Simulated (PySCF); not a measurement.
# H6HfO4 (Hf(O)(H2O)32+): the cost of one run

Computed with PySCF 2.14.0. Level: several levels, as the steps say, no spin–orbit coupling.

4 further runs of the same task are left out: 2 for a known fault of the program, 2 that didn't finish.

## (1) Starting geometry

11 atoms, charge 2, spin multiplicity 1.

Bond lengths: Hf1–O2 1.711 Å, Hf1–O3 2.175 Å, Hf1–O6 2.174 Å, Hf1–O9 2.175 Å, O3–H4 0.979 Å, O3–H5 0.976 Å, O6–H7 0.976 Å, O6–H8 0.979 Å, O9–H10 0.979 Å, O9–H11 0.976 Å. Angles: O2–Hf1–O3 94.3°, O2–Hf1–O6 94.3°, O2–Hf1–O9 94.5°, O3–Hf1–O6 119.2°, O3–Hf1–O9 119.9°, O6–Hf1–O9 119.2°, Hf1–O3–H4 118.9°, Hf1–O3–H5 134.5°, H4–O3–H5 106.7°, Hf1–O6–H7 134.5°, Hf1–O6–H8 118.8°, H7–O6–H8 106.7°, Hf1–O9–H10 119.1°, Hf1–O9–H11 134.2°, H10–O9–H11 106.7°.

Coordinates:

```xyz
11
H6HfO4
Hf   -0.06315   -0.08128   -0.07653
O     0.87494    0.97910    0.88374
O    -1.01489   -1.04572    1.62532
H    -0.77916   -0.75047    2.52832
H    -1.67315   -1.75974    1.72717
O     1.66095   -1.02788   -1.00319
H     1.77996   -1.74035   -1.66011
H     2.55714   -0.72957   -0.74621
O    -1.09434    1.51510   -1.13435
H    -0.88206    2.44582   -0.91672
H    -1.77267    1.53909   -1.83620
```

Formal oxidation states: Hf +4. An earlier session relaxed this geometry at PBE0, Hf def2-SVP with ECP60, O def2-SVP, H def2-SVP (singlet, point group C3v).

At PBE0 on the finer grid: E = -351.479505 Eh, HOMO -18.32 eV, LUMO -10.00 eV, Mulliken charge on Hf1 +1.30 e, largest force component 0.019 eV/Å. 

Levels to run: BP86; M06-L; CAM-B3LYP; r2SCAN; PBE0, TZVP; PBE0, x2c-SVP. Hardware: 2 threads of Intel Xeon Platinum 8259CL at 2.50GHz (Skylake/Cascade Lake), shared host.

## (2) BP86

File run.py (the lines that set the calculation):

```python
mol = gto.M(atom='''
Hf    -0.06315    -0.08128    -0.07653
O      0.87494     0.97910     0.88374
O     -1.01489    -1.04572     1.62532
H     -0.77916    -0.75047     2.52832
H     -1.67315    -1.75974     1.72717
O      1.66095    -1.02788    -1.00319
H      1.77996    -1.74035    -1.66011
H      2.55714    -0.72957    -0.74621
O     -1.09434     1.51510    -1.13435
H     -0.88206     2.44582    -0.91672
H     -1.77267     1.53909    -1.83620''',
    basis={'Hf': 'def2-SVP', 'O': 'def2-SVP', 'H': 'def2-SVP'},
    ecp={'Hf': 'def2-SVP'},
    charge=2, spin=0)
mf = dft.RKS(mol, xc='B88,P86')
mf.grids.atom_grid = (75, 302)
mf = mf.density_fit()  # fitting sets: Hf def2-universal-JKFIT, O def2-universal-JKFIT, H def2-universal-JKFIT
mf.conv_tol = 1e-08; mf.max_cycle = 55
mf.kernel(dm0)  # dm0: the density of the relaxed state
```

Started as:

```console
> OMP_NUM_THREADS=2 python run.py
```

**Question.** How long does this run take on 2 threads of Intel Xeon Platinum 8259CL at 2.50GHz (Skylake/Cascade Lake), shared host?

About 23 s.
